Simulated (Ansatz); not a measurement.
# Rh: the cost of one run

Method: DFT LDA, scalar-relativistic, plane waves, PAW, in Ansatz 0.2.0.

23 further runs of the same task are left out: 23 set aside as unsound or not needed.

## 1. The system as given

Symmetry: Fm-3m, No. 225, cubic system. Conventional cell: a = 3.803 Å, b = 3.803 Å, c = 3.803 Å, α = 90.00°, β = 90.00°, γ = 90.00°. Around Rh (site symmetry m-3m) lie 12 Rh at 2.69 Å.

Structure file:

```cif
data_structure
_symmetry_space_group_name_H-M 'Fm-3m'
_symmetry_Int_Tables_number 225
_cell_length_a 3.8031
_cell_length_b 3.8031
_cell_length_c 3.8031
_cell_angle_alpha 90.000
_cell_angle_beta 90.000
_cell_angle_gamma 90.000
_cell_volume 55.01
loop_
_atom_site_label
_atom_site_type_symbol
_atom_site_symmetry_multiplicity
_atom_site_Wyckoff_symbol
_atom_site_fract_x
_atom_site_fract_y
_atom_site_fract_z
_atom_site_occupancy
Rh1 Rh 4 a 0.00000 0.00000 0.00000 1
```

The structure comes from the Crystallography Open Database.

## 6. Plan of the scan

The energy is mapped over volume and the cell's shape.

- volume per atom: 7 values from 11.11 to 15.34 Å³
- c/a of the conventional cell: 9 values from 0.629 to 1.167

Nothing else is relaxed (symmetry fixes all fractional coordinates). Energies count from the relaxed crystal. Points are written as (first, second).

(The set-up runs are not shown.)

## 7. Grid point (12.52 Å³, 0.857)

File input.yaml:

```yaml
crystal:
  lattice:
    - [0.0, 1.9404075645, 1.662735242]
    - [1.9404075645, 0.0, 1.662735242]
    - [1.9404075645, 1.9404075645, 0.0]
  atoms:
    - { symbol: Rh, position: [0.0, 0.0, 0.0] }
basis:
  ecutwfc: 420
kpoints:
  mp_grid: { grid: [22, 22, 22] }
hamiltonian:
  xc: lda
  pseudopotentials: { kind: paw, azcp: { folder: soft_1 } }
scf:
  occupations: { method: gaussian, width: 0.15 }
output:
  forces: true
  stress: true
  eigenvalues: true
```

The run is started by

```console
ansatz run input.yaml --threads 1 --pin off --max-ram 2048MiB --backend cpu --events-out ev --progress --plain --runs-dir out
```

**Question.** How long does this run take on 1 thread of Arm Neoverse N1, shared host, and how much memory does it need?

About 14 s, with a peak of 0.39 GiB.
